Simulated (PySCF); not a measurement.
# Au3 (Au3-): the cost of one run

Computed with PySCF 2.14.0. Level: several levels, as the steps say, no spin–orbit coupling.

3 further runs of the same task are left out: 2 for a known fault of the program, 1 that didn't finish.

### 1 Where the work starts

3 atoms, charge -1, spin multiplicity 1.

Bond lengths: Au1–Au2 2.599 Å, Au2–Au3 2.599 Å. Angles: Au1–Au2–Au3 180.0°.

As a file:

```xyz
3
Au3
Au    0.0000    0.0000    2.5988
Au    0.0000    0.0000    0.0000
Au    0.0000    0.0000   -2.5988
```

An earlier session relaxed this geometry at TPSS, Au def2-SVP with ECP60 (singlet, point group D∞h).

At TPSS on the finer grid: E = -407.251636 Eh, HOMO -1.17 eV, LUMO 1.18 eV, Mulliken charge on Au1 -0.32 e, largest force component 0.002 eV/Å. 

Levels to run: CAM-B3LYP; TPSSh; r2SCAN; PBE0; TPSS, TZVP; TPSS, x2c-SVP. Hardware: 2 threads of Arm Neoverse V1, shared host.

### 2 CAM-B3LYP

The input, run.py (the lines that set the calculation):

```python
mol = gto.M(atom='''
Au     0.00000     0.00000     2.59880
Au     0.00000     0.00000     0.00000
Au     0.00000     0.00000    -2.59880''',
    basis={'Au': 'def2-SVP'},
    ecp={'Au': 'def2-SVP'},
    charge=-1, spin=0)
mf = dft.RKS(mol, xc='CAMB3LYP')
mf.grids.atom_grid = (75, 302)
mf = mf.density_fit()  # fitting sets: Au def2-universal-JKFIT
mf.conv_tol = 1e-08; mf.max_cycle = 55
mf.kernel(dm0)  # dm0: the density of the relaxed state
```

On the command line:

```bash
OMP_NUM_THREADS=2 python run.py
```

**Question.** How long does this run take on 2 threads of Arm Neoverse V1, shared host?

About 5.5 s.
